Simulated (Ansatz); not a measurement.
# HfSn2Se6: the cost of one run

Method: DFT PBE, scalar-relativistic, plane waves, PAW, in Ansatz 0.2.0.

## Step 1: The structure to begin with

Symmetry: R-3, No. 148, trigonal system. The conventional cell has a = 6.687 Å, b = 6.687 Å, c = 21.554 Å, α = 90.00°, β = 90.00°, γ = 120.00°. Around Hf (site symmetry -3) lie 6 Se at 2.72 Å. Sn (site symmetry 3) is surrounded by 6 Se at 2.74 Å. Se (site symmetry 1) has 1 Hf at 2.72 Å and 2 Sn at 2.74 Å as nearest neighbours.

Structure file:

```
Hf Sn Se
1.0
     3.34343    1.93033    7.18455
    -3.34343    1.93033    7.18455
     0.00000   -3.86067    7.18455
Hf Sn Se
1 2 6
Direct
  0.00000 0.00000 0.00000
  0.66661 0.66661 0.66661
  0.33339 0.33339 0.33339
  0.59586 0.25675 0.92661
  0.25675 0.92661 0.59586
  0.92661 0.59586 0.25675
  0.40414 0.74325 0.07339
  0.07339 0.40414 0.74325
  0.74325 0.07339 0.40414
```

The start is the relaxed end of an invented cell (made as: elements ordered on the sites of the SnSe2 type, Sn/Hf on Sn (R-3, No. 148)), taken up again for a closer look.

## Step 2: Probe: one point on a coarse mesh

Input file input.yaml:

```yaml
crystal:
  lattice:
    - [3.3434348, 1.930333, 7.1845547]
    - [-3.3434348, 1.930333, 7.1845547]
    - [0.0, -3.860666, 7.1845547]
  atoms:
    - { symbol: Hf, position: [0.0, 0.0, 0.0] }
    - { symbol: Sn, position: [0.666605, 0.666605, 0.666605] }
    - { symbol: Sn, position: [0.333395, 0.333395, 0.333395] }
    - { symbol: Se, position: [0.595863, 0.256747, 0.926607] }
    - { symbol: Se, position: [0.256747, 0.926607, 0.595863] }
    - { symbol: Se, position: [0.926607, 0.595863, 0.256747] }
    - { symbol: Se, position: [0.404137, 0.743253, 0.073393] }
    - { symbol: Se, position: [0.073393, 0.404137, 0.743253] }
    - { symbol: Se, position: [0.743253, 0.073393, 0.404137] }
basis:
  ecutwfc: 420
kpoints:
  mp_grid: { grid: [3, 3, 3] }
hamiltonian:
  xc: pbe
scf:
  occupations: { method: gaussian, width: 0.1 }
  lower_state_search: "off"
output:
  forces: true
  stress: true
  eigenvalues: true
```

On the command line:

```bash
ansatz run input.yaml --threads 4 --pin off --max-ram 8192MiB --backend cpu --events-out ev --progress --plain --runs-dir out
```

**Question.** How long does this run take on 4 threads of Arm Neoverse V1, shared host, and how much memory does it need?

About 4.1 s, with a peak of 0.96 GiB.
